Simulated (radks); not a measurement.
# Cr²⁺ in [Ar] 3d4: an all-electron calculation

An exercise on one series of results from a longer session: the logs are not shown, and one member is left open.

Program: radks (a radial shooting solver on a logarithmic mesh, Libxc functionals) version 1. Level of theory: scalar-relativistic Kohn-Sham, exchange-only B88, spin-polarised, spherical densities, point nucleus; open shells are filled with parallel spins first. These are calculated values, not measurements, unless marked.

## What is computed

```
element       : chromium (Z = 24)
charge        : +2
electrons     : 22
configuration : [Ar] 3d4
```

Outer shells as boxes (Hund's rule):

Cr²⁺
```
[Ar] core
3d [↑ ][↑ ][↑ ][↑ ][  ]
```

Set-up of the first run:

Input:

```text
Z 24
configuration [Ar] 3d4
relativity scalar-relativistic
functional b88,
spin polarised
nucleus point
c 137.035999084
```

The run is started by

```
$ python run_ks.py task.json out
```

This one command runs every case of the session in turn.

One of the session's tables, all rows but one given; the rest of the session is left out.

It belongs to the step «Orbitals and density». Sizes of the orbitals, from the radial functions (bohr):

```
  level      <r>  outermost maximum (interpolated)  90 % within  nodes
1s down  0.06355                            0.0416        0.113      0
  1s up  0.06355                            0.0416        0.113      0
  2s up   0.2934                             0.244        0.455      1
2s down   0.2929                             0.243        0.454      1
  2p up   0.2601                             0.198        0.427      0
2p down   0.2596                             0.197        0.426      0
  3s up   0.8975                             0.775         1.34      2
3s down        ?                                 ?            ?      ?
  3p up   0.9558                             0.795         1.47      1
3p down   0.9595                             0.796         1.48      1
  3d up    1.222                             0.816         2.09      0
3d down    1.275                             0.824         2.22      0
```

Q: Estimate the row for 3s down from the others.

The run gave: <r>: 0.8993; outermost maximum (interpolated): 0.776; 90 % within: 1.35; nodes: 2. In the column «<r>» it lies between 3s up (0.8975) and 3p up (0.9558).

Caveats from the session: Open shells are spherical and high-spin; term and fine-structure splittings are not resolved.
